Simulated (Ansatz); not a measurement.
# Hf2Te3F2: the cost of one run

Computed with Ansatz 0.2.0 (DFT PBE, scalar-relativistic, plane waves, PAW, unless a step's input says otherwise).

## Step 1: The starting structure

The structure is tetragonal, space group P4/mmm (No. 123). Conventional cell: a = 5.069 Å, b = 5.069 Å, c = 6.281 Å, α = 90.00°, β = 90.00°, γ = 90.00°. Hf (site symmetry 4/mmm) has 4 Te at 2.53 Å in its first shell of neighbours. Hf (site symmetry 4/mmm) is surrounded by 4 F at 2.53 Å. Te (site symmetry mmm) is surrounded by 2 Hf at 2.53 Å and 2 Te at 2.53 Å. Around Te (site symmetry 4/mmm) lie 4 Te at 2.53 Å. F (site symmetry mmm) has 2 Hf at 2.53 Å in its first shell of neighbours.

Structure file:

```
Hf Te F
1.0
     5.06904    0.00000    0.00000
     0.00000    5.06904    0.00000
     0.00000    0.00000    6.28092
Hf Te F
2 3 2
Cartesian
  0.0000 0.0000 0.0000
  2.5345 2.5345 3.1405
  2.5345 0.0000 0.0000
  0.0000 2.5345 0.0000
  2.5345 2.5345 0.0000
  2.5345 0.0000 3.1405
  0.0000 2.5345 3.1405
```

Recipe of the guess: random cell by space group and Wyckoff sites (P4/mmm, No. 123). Lengths come from tabulated atomic sizes and are only a guess.

## Step 2: A first look at the guess

input.yaml reads:

```yaml
crystal:
  lattice:
    - [5.06903781, 0.0, 0.0]
    - [0.0, 5.06903781, 0.0]
    - [0.0, 0.0, 6.28092213]
  atoms:
    - { symbol: Hf, position: [0.0, 0.0, 0.0] }
    - { symbol: Hf, position: [0.5, 0.5, 0.5] }
    - { symbol: Te, position: [0.5, 0.0, 0.0] }
    - { symbol: Te, position: [0.0, 0.5, 0.0] }
    - { symbol: Te, position: [0.5, 0.5, 0.0] }
    - { symbol: F, position: [0.5, 0.0, 0.5] }
    - { symbol: F, position: [0.0, 0.5, 0.5] }
basis:
  ecutwfc: 420
kpoints:
  mp_grid: { grid: [4, 4, 4] }
hamiltonian:
  xc: pbe
scf:
  occupations: { method: gaussian, width: 0.1 }
  lower_state_search: "off"
output:
  forces: true
  stress: true
  eigenvalues: true
```

On the command line:

```console
ansatz run input.yaml --threads 1 --pin off --max-ram 2560MiB --backend cpu --events-out ev --progress --plain --runs-dir out
```

Q: Estimate wall time and peak memory on 1 thread of Intel Xeon at 2.60GHz (Ice Lake), shared host.

About 12 s, with a peak of 0.56 GiB.
